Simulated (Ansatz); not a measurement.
**CH₃Ag (SMILES [CH3][Ag]): one structure at several levels**

How do the functionals fare away from a minimum? The structure is a structure displaced at random from a GFN2-xTB minimum.

Computed with Ansatz 0.2.0, Gaussian basis. Level: single points in def2-TZVPP.

Cores are frozen in the correlated methods. Filled d shells of the heavier atoms are correlated. Core potentials replace the inner electrons past krypton, and spin-orbit coupling is left out. B3LYP uses VWN-RPA correlation.

**1. The system as given**

SMILES `[CH3][Ag]`, 5 atoms, charge 0, spin multiplicity 1.

Atoms are counted from 1 here; the program's logs count them from 0.

Bond lengths: C1–Ag2 2.347 Å, C1–H3 1.076 Å, C1–H4 1.098 Å, C1–H5 1.247 Å. Angles: Ag2–C1–H3 110.6°, Ag2–C1–H4 106.1°, Ag2–C1–H5 112.4°, H3–C1–H4 107.2°, H3–C1–H5 105.3°, H4–C1–H5 115.2°.

As a file:

```
atom    x (Å)    y (Å)    z (Å)
  C1  -0.2899   0.0129  -0.0792
 Ag2   1.7737  -0.7635   0.7257
  H3  -1.0688  -0.1653   0.6416
  H4  -0.5207  -0.5956  -0.9641
  H5  -0.2928   1.2454  -0.2673
```

**2. CCSD(T)/def2-TZVPP**

The input, run/in.yaml:

```yaml
crystal:
  periodic: [false, false, false]
  atoms:
    - {symbol: C, position_ang: [-0.289900, 0.012900, -0.079200]}
    - {symbol: Ag, position_ang: [1.773700, -0.763500, 0.725700]}
    - {symbol: H, position_ang: [-1.068800, -0.165300, 0.641600]}
    - {symbol: H, position_ang: [-0.520700, -0.595600, -0.964100]}
    - {symbol: H, position_ang: [-0.292800, 1.245400, -0.267300]}
basis:
  gaussian: {orbitals: def2-TZVPP}
correlation: {method: ccsd_t}
output: {forces: true}
```

The command line of these runs was not kept.

**3. PBE0-D4/def2-TZVPP**

Changes to run/in.yaml since step 2:

```diff
@@ -10,3 +10,3 @@
   gaussian: {orbitals: def2-TZVPP}
-correlation: {method: ccsd_t}
-output: {forces: true}
+hamiltonian: {xc: pbe0, dispersion: d4}
+output: {forces: true, orbitals: {seedname: orbitals}}
```

**4. wB97M-V/def2-TZVPP**

Changes to run/in.yaml since step 3:

```diff
@@ -10,3 +10,3 @@
   gaussian: {orbitals: def2-TZVPP}
-hamiltonian: {xc: pbe0, dispersion: d4}
-output: {forces: true, orbitals: {seedname: orbitals}}
+hamiltonian: {xc: {name: wB97M-V}}
+output: {forces: true}
```

**5. r2SCAN-D4/def2-TZVPP**

Changes to run/in.yaml since step 4:

```diff
@@ -10,3 +10,3 @@
   gaussian: {orbitals: def2-TZVPP}
-hamiltonian: {xc: {name: wB97M-V}}
+hamiltonian: {xc: r2scan, dispersion: d4}
 output: {forces: true}
```

**6. PBE-D4/def2-TZVPP**

Changes to run/in.yaml since step 5:

```diff
@@ -10,3 +10,3 @@
   gaussian: {orbitals: def2-TZVPP}
-hamiltonian: {xc: r2scan, dispersion: d4}
+hamiltonian: {xc: pbe, dispersion: d4}
 output: {forces: true}
```

**7. SPW92/def2-TZVPP**

Changes to run/in.yaml since step 6:

```diff
@@ -10,3 +10,3 @@
   gaussian: {orbitals: def2-TZVPP}
-hamiltonian: {xc: pbe, dispersion: d4}
+hamiltonian: {xc: lda}
 output: {forces: true}
```

**8. B3LYP-D4/def2-TZVPP**

Changes to run/in.yaml since step 7:

```diff
@@ -10,3 +10,3 @@
   gaussian: {orbitals: def2-TZVPP}
-hamiltonian: {xc: lda}
+hamiltonian: {xc: {name: B3LYP}, dispersion: d4}
 output: {forces: true}
```

(Steps that only read results are left out.)

Before running it: what results should come out? Wanted: energy less free atoms, CCSD(T)/def2-TZVPP; RMS force component; RMS force error; HOMO and LUMO, PBE0-D4; T1 diagnostic.

The runs gave:

| quantity | value |
| --- | --- |
| energy less free atoms, CCSD(T)/def2-TZVPP | -1387.2 kJ/mol |
| RMS force component | 1.206 to 1.277 eV/Å over the methods |
| RMS force error | PBE0-D4 0.024, wB97M-V 0.071, r2SCAN-D4 0.039, PBE-D4 0.104, SPW92 0.207, B3LYP-D4 0.096 eV/Å |
| HOMO and LUMO, PBE0-D4 | -6.25 and -2.18 eV |
| T1 diagnostic | 0.023 |

What this shows: Against CCSD(T) the functionals' energies less atoms differ by -229.6 to -22.8 kJ/mol, PBE-D4 by -61.5 kJ/mol. The reference is not at the basis limit: in triple zeta CCSD(T) underbinds, which counts against methods that bind more; the gaps are no ranking. On forces the order runs from PBE0-D4 to SPW92. Frozen-core CCSD(T) forces in triple zeta carry basis errors of their own, and this is one geometry, so small gaps rank nothing. The restricted Hartree–Fock reference is unstable towards an unrestricted one at one or more of these structures.
